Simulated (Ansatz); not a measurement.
**C₄H₅NO₂: one species, many methods**

One table from this session's results is given with a row withheld; the runs are named, their logs left out.

The runs use Ansatz 0.2.0, Gaussian basis; functionals in def2-TZVPP, the program's frozen cores in correlated methods.

Plan: LDA (SPW92), PBE-D4, revPBE-D4, BLYP-D4, r2SCAN-D4, B97M-V, PBE0-D4, B3LYP-D4, r2SCANh-D4, r2SCAN0-D4, HSE06-D4, BHLYP-D4, CAM-B3LYP-D4, LC-ωPBE, ωB97X-V, ωB97M-V, B2PLYP, PBE-QIDH; CCSD(T)/def2-SVP; CCSD(T)/def2-TZVPP; MP2/def2-QZVPP; extrapolation to the limit; RPA on PBE.

## The geometry

The geometry comes from an earlier relaxation with PBE0-D4 in a triple-zeta def2 set; it is a stationary point, not always the lowest conformer.

SMILES `COC(=O)CC#N`, 12 atoms, charge 0, spin multiplicity 1.

Atoms are counted from 1 here; the program's logs count them from 0.

Bond lengths: C1–O2 1.428 Å, C1–H8 1.090 Å, C1–H9 1.087 Å, C1–H10 1.090 Å, O2–C3 1.324 Å, C3–O4 1.198 Å, C3–C5 1.519 Å, C5–C6 1.450 Å, C5–H11 1.093 Å, C5–H12 1.094 Å, C6–N7 1.148 Å. Angles: O2–C1–H8 110.3°, O2–C1–H9 105.6°, O2–C1–H10 110.3°, H8–C1–H9 110.7°, H8–C1–H10 109.1°, H9–C1–H10 110.7°, C1–O2–C3 115.5°, O2–C3–O4 125.4°, O2–C3–C5 112.7°, O4–C3–C5 122.0°, C3–C5–C6 116.2°, C3–C5–H11 107.3°, C3–C5–H12 107.1°, C6–C5–H11 109.8°, C6–C5–H12 109.6°, H11–C5–H12 106.4°, C5–C6–N7 178.7°.

The first run:

The input, in.yaml:

```yaml
crystal:
  periodic: [false, false, false]
  atoms:
    - {symbol: C, position_ang: [-0.158347, -2.002494, 0.389730]}
    - {symbol: O, position_ang: [0.168022, -0.612608, 0.426795]}
    - {symbol: C, position_ang: [-0.337470, 0.117129, -0.555956]}
    - {symbol: O, position_ang: [-1.026105, -0.298041, -1.444370]}
    - {symbol: C, position_ang: [0.055196, 1.581091, -0.460057]}
    - {symbol: C, position_ang: [0.817099, 1.964509, 0.712983]}
    - {symbol: N, position_ang: [1.418646, 2.293511, 1.634241]}
    - {symbol: H, position_ang: [0.210297, -2.453277, -0.531975]}
    - {symbol: H, position_ang: [0.331089, -2.440926, 1.255347]}
    - {symbol: H, position_ang: [-1.238496, -2.138887, 0.446819]}
    - {symbol: H, position_ang: [-0.865042, 2.168257, -0.511634]}
    - {symbol: H, position_ang: [0.625112, 1.821746, -1.361912]}
basis:
  gaussian: {orbitals: def2-TZVPP}
hamiltonian: {xc: lda}
output: {orbitals: {seedname: orbitals}}
```

Run with:

```
$ ansatz run in.yaml --threads 2 --pin off --events-out ev --progress --plain --max-ram 32768MiB --backend cuda --devices 0, --max-vram 18GiB
```

Among the steps run: LDA; PBE-D4 (GGA); revPBE-D4 (GGA); BLYP-D4 (GGA); r2SCAN-D4 (meta-GGA); B97M-V (meta-GGA); B3LYP-D4 (hybrid); r2SCANh-D4 (hybrid); r2SCAN0-D4 (hybrid); HSE06-D4 (hybrid); BHLYP-D4 (hybrid); CAM-B3LYP-D4 (range-separated); LC-ωPBE (range-separated); ωB97X-V (range-separated); ωB97M-V (range-separated); B2PLYP (double hybrid); PBE-QIDH (double hybrid).

One table of the session follows, with a row left open; its other results are not shown here.

It belongs to the step «Frontier levels by functional». 

| functional | HOMO (eV) | gap (eV) |
| --- | --- | --- |
| LDA (SPW92) | -7.24 | 5.49 |
| PBE-D4 | -7.01 | 5.53 |
| revPBE-D4 | -6.92 | 5.54 |
| BLYP-D4 | -6.91 | 5.53 |
| r2SCAN-D4 | -7.35 | 6.13 |
| B97M-V | -7.46 | 6.35 |
| PBE0-D4 | -8.65 | 8.29 |
| B3LYP-D4 | -8.39 | 7.74 |
| r2SCANh-D4 | ? | ? |
| r2SCAN0-D4 | -8.90 | 8.69 |
| HSE06-D4 | -8.24 | 7.49 |
| BHLYP-D4 | -10.21 | 11.04 |
| CAM-B3LYP-D4 | -10.13 | 10.95 |
| LC-ωPBE | -11.45 | 13.55 |
| ωB97X-V | -11.11 | 13.13 |
| ωB97M-V | -11.05 | 12.95 |

Q: Estimate the row for r2SCANh-D4 from the others.

Worked estimate for «HOMO (eV)». Against the share of exact exchange, r2SCAN-D4 (0, -7.35), r2SCAN0-D4 (0.25, -8.90) give a slope of -6.20 per unit share; at 0.1 the line stands at -7.97.

**Answer.** HOMO (eV): -7.97; gap (eV): 7.15. In «HOMO (eV)» the line misses by 0.00.
